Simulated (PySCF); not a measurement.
# CH7BFPSi: the cost of one run

Programs: PySCF 2.14.0, with density-fitted response routines of our own. Each step states its level of theory. These are calculated values for one molecule in the gas phase, unless marked as measured. Atoms are numbered from 0 throughout.

## 1. The starting structure

12 atoms, charge 0, multiplicity 1; geometry from: GFN2-xTB. The atoms were then displaced at random by about 0.01 Å, so the start is not that level's minimum.

Bonds of the start (Å): C0–B1 1.59, B1–F2 1.33, B1–P3 1.85, P3–Si4 2.26, C0–H5 1.08, C0–H6 1.11, C0–H7 1.08, P3–H8 1.35, Si4–H9 1.46, Si4–H10 1.46, Si4–H11 1.48.

## 2. Relaxing the molecule at PBE0-D3(BJ)/def2-SVP

What the job is given:

```
{"job": {"xc": "PBE0", "basis": "def2-SVP", "d3": "d3bj", "grid": 1, "shake": 0.01, "kind": "geom"}, "charge": 0, "multiplicity": 1}
C      2.143030     0.301110    -0.335490
B      0.845200     0.062350     0.557080
F      0.691810     0.809260     1.646140
P     -0.396950    -1.279280     0.302910
Si    -2.301590    -0.080400     0.122480
H      2.146170    -0.265960    -1.249430
H      2.194580     1.375630    -0.619270
H      3.044040     0.117410     0.221950
H     -0.212150    -1.534100    -1.010770
H     -3.356420    -1.051270    -0.130290
H     -2.266750     0.919280    -0.936360
H     -2.491290     0.597690     1.422010
```

The run is started by

```sh
$ OMP_NUM_THREADS=1 python probes_run.py task.json out
```

One launch serves the whole session: the jobs run in the order shown.

**Question.** How long does this first job take on 1 thread of Arm Neoverse V1, shared host, and how much memory does it need?

About 43 s, with a peak of 0.46 GiB.
